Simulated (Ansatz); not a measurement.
**GeCl₂ (triplet): wave-function methods side by side, cc-pVDZ**

The task here is to estimate one member of a computed series from the others.

The runs use Ansatz 0.2.0, Gaussian basis; cc-pVDZ, core rule «outside noble gas», up to 24 orbitals frozen.

The runs, in order: UHF; CCSD(T) on ROHF; CCSD(T) on UHF; BCCD(T) on ROHF; CISD; CCSDT(Q) on ROHF; CCSDT(Q) on UHF; CASSCF and MRCISD+Q, 14 electrons in 10 orbitals; CASSCF and NEVPT2, 14 electrons in 10 orbitals.

29 further runs of the same task are left out: 2 for a known fault of the program, 13 that didn't finish, 14 set aside as unsound or not needed.

## The geometry

The geometry is a PBE0/def2-TZVP stationary point (not a proven minimum). No spin-orbit coupling is included. The filled d shell of Ge may be among the frozen orbitals whatever the setting's name suggests; the logs give the count.

3 atoms, charge 0, spin multiplicity 3.

Atoms are counted from 1 here; the program's logs count them from 0.

Bond lengths: Cl1–Ge2 2.152 Å, Ge2–Cl3 2.152 Å. Angles: Cl1–Ge2–Cl3 118.7°.

The first run:

in.yaml

```yaml
crystal:
  periodic: [false, false, false]
  atoms:
    - {symbol: Cl, position_ang: [0.000000, -0.554943, 1.851052]}
    - {symbol: Ge, position_ang: [0.000000, 0.541696, 0.000000]}
    - {symbol: Cl, position_ang: [0.000000, -0.554943, -1.851052]}
basis:
  gaussian: {orbitals: cc-pVDZ}
magnetization: {spin_polarized: true, initial_magnetization: 2}
hamiltonian: {xc: hf}
output: {orbitals: {seedname: orbitals}}
```

On the command line:

```
$ ansatz run in.yaml --threads 1 --pin off --events-out ev --progress --plain --max-ram 2393MiB
```

Among the steps run: UHF; CCSD(T) on ROHF; CCSD(T) on UHF; BCCD(T) on ROHF; CISD; CCSDT(Q) on ROHF; CCSDT(Q) on UHF; CASSCF and MRCISD+Q, 14 electrons in 10 orbitals; CASSCF and NEVPT2, 14 electrons in 10 orbitals.

One table of the session follows, with a row left open; its other results are not shown here.

```
          method  from UCCSDT(Q) (meV)
            ROHF                     ?
             UHF               +9818.3
            RMP2               +1122.7
            UMP2               +1109.0
           RCCSD                +298.6
           UCCSD                +286.6
        RCCSD(T)                 +60.2
        UCCSD(T)                 +50.9
         BCCD(T)                 +58.9
          RCCSDT                 +33.3
          UCCSDT                 +23.8
       RCCSDT(Q)                 +11.2
       UCCSDT(Q)                     0
  CASSCF valence               +9016.5
  NEVPT2 valence               +1541.4
  MRCISD valence               +1048.2
MRCISD+Q valence                +135.5
```

Q: Estimate the row for ROHF from the others.

**Answer.** from UCCSDT(Q) (meV): +9906.0. In the column «from UCCSDT(Q) (meV)» it is the highest.

Not comparable, so not listed: CISD (they don't share determinant, frozen orbitals or solution with the rows shown, or repeat one).

Limits of these values: Restricted and unrestricted rows rest on different reference determinants; where their highest levels disagree by more than a few hundredths of an eV, they describe different states and don't form one ladder.
